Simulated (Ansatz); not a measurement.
# LuPd: how the settings move a single-point run

Question: which choices in the input matter for LuPd?

Method: reference: DFT, PBEsol, all-electron PAW with datasets made for the crystal, scalar-relativistic, in Ansatz 0.2.0.

1 further run of the same task is left out (it didn't finish).

### Step 1. Starting point

It takes space group R3m (No. 160, trigonal). Conventional cell: a = 4.822 Å, b = 4.822 Å, c = 5.906 Å, α = 90.00°, β = 90.00°, γ = 120.00°. Lu (site symmetry 3m) is surrounded by 1 Pd at 1.89 Å. Pd (site symmetry 3m) is surrounded by 1 Lu at 1.89 Å.

Structure file:

```
Lu Pd
1.0
     3.40963    0.00000    0.00000
     0.00000    3.40963    0.00000
     0.00000    0.00000    3.40963
Lu Pd
1 1
Direct
  0.91000 0.91000 0.91000
  0.59000 0.59000 0.59000
```

### Step 2. Reference

input.yaml

```yaml
crystal:
  lattice:
    - [3.40962722, 0.0, 0.0]
    - [0.0, 3.40962722, 0.0]
    - [0.0, 0.0, 3.40962722]
  atoms:
    - { symbol: Lu, position: [-0.09, -0.09, -0.09] }
    - { symbol: Pd, position: [0.59, 0.59, 0.59] }
kpoints:
  mp_grid: { grid: [9, 9, 9] }
scf:
  occupations: { method: fermi_dirac, width: 0.05 }
hamiltonian:
  xc: pbesol
  pseudopotentials: { kind: all_electron, datasets: crystal }
output:
  forces: true
  stress: true
  eigenvalues: true
  efg: { contact_densities: true }
```

Command:

```bash
$ ansatz run input.yaml --threads 1 --pin off --max-ram 2048MiB --backend cpu --events-out ev --progress --plain --runs-dir out
```

### Step 3. Variant: xc r2scan

Changes to input.yaml since step 2:

```diff
@@ -13,3 +13,3 @@
 hamiltonian:
-  xc: pbesol
+  xc: r2scan
   pseudopotentials: { kind: all_electron, datasets: crystal }
```

Q: Predict the outcome of this session. Wanted: for each run, ending; energy change; pressure; gap; force.

**Answer**, as computed:

```csv
run,ending,energy change,pressure (GPa),gap (eV),force (eV/Å),cycles,time
reference,converged,-,53.4,0.00,18.92,15,1.7 min
1: xc r2scan,converged,not comparable,56.4,0.00,19.06,14,2.8 min
```

Residual by cycle in the longest SCF loop of each run; runs are numbered as in the table. The quantity is the density residual dr2, in eV.

```csv
cycle,reference,run 1
1,2.04,1.37
2,0.339,0.307
4,0.00805,0.0134
5,0.00278,0.00671
6,6.3e-4,0.00209
7,1.7e-4,8.6e-4
9,6.5e-7,1.5e-5
10,1.0e-7,4.8e-6
11,1.6e-8,5.6e-7
12,1.2e-8,6.9e-8
14,4.0e-8,1.9e-9
15,1.8e-9,-
```

After a change of functional the difference of the totals has no physical meaning; the pressure goes from 53.4 to 56.4 GPa and the largest force goes from 18.92 to 19.06 eV/Å. At this fixed cell a higher pressure means that this functional prefers a larger volume than the reference. Cost: 14 SCF cycles against 15, 2.8 min against 1.7 min. The structure is not at rest: the sound run finds 53 GPa, so these are no properties of the relaxed crystal. 
